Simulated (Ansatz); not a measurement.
Runs of Ansatz 0.2.0 on Ba2Tl5V3O12. Symmetry: P-42m, No. 111, tetragonal system. The conventional cell has a = 10.975 Å, b = 10.975 Å, c = 6.604 Å, α = 90.00°, β = 90.00°, γ = 90.00°. Ba (site symmetry 222) is surrounded by 4 O at 2.58 Å. V (site symmetry -42m) is surrounded by 4 O at 1.73 Å. V (site symmetry 222) is surrounded by 4 O at 1.73 Å. Tl (site symmetry -42m) is surrounded by 4 O at 2.65 Å. Tl (site symmetry m) is surrounded by 3 O at 2.50 to 2.65 Å. Around O (site symmetry m) lie 1 V at 1.73 Å. O (site symmetry 1) has 1 V at 1.73 Å as nearest neighbours. The cell was built by a generator and needn't be a form met in nature.

```csv
task,level,cell,k mesh,cutoff (eV),points for each segment of the path,gap on the mesh (eV),pressure (GPa),moment (μB),relaxed volume (Å³/atom)
band structure,r2SCAN,as given,3 × 3 × 4,500,10,(a),-1.1,0.00,-
band structure,PBE,as given,3 × 3 × 4,420,10,2.57,0.0,0.00,-
relaxation of cell and atoms,r2SCAN,relaxed,2 × 2 × 3,500,-,(b),0.0,0.00,33.54
relaxation of cell and atoms,PBE,relaxed,2 × 2 × 3,420,-,2.60,0.0,0.00,36.15
```

Alike in all rows: potentials or basis Ansatz PAW; spin collinear, ferromagnetic start; smearing fermi-dirac 0.05 eV.

Fill in the values left out.

(a) 2.87; (b) 2.72.

Caveats: spin-orbit coupling is left out, which as a rule narrows the gap of such compounds by several tenths of an eV; the starting moments weren't kept; the magnetic or orbital state may not be the lowest (some runs); the k mesh misses the band edges, so the gap on the mesh is wider than the one along the path (some runs); the PAW data sets come from PBE, with cores solved anew for the run's functional, which leaves a small shift of forces and pressure (some runs); odd divisions of the mesh miss points on the zone boundary, where band edges often lie, so the gap on the mesh can be too wide (some runs); the plane-wave basis is chosen anew once the cell has moved, so the energies of steps on either side of that aren't comparable (some runs).

A k mesh can miss the band edges, and the runs leave out spin-orbit coupling on Ba, Tl.
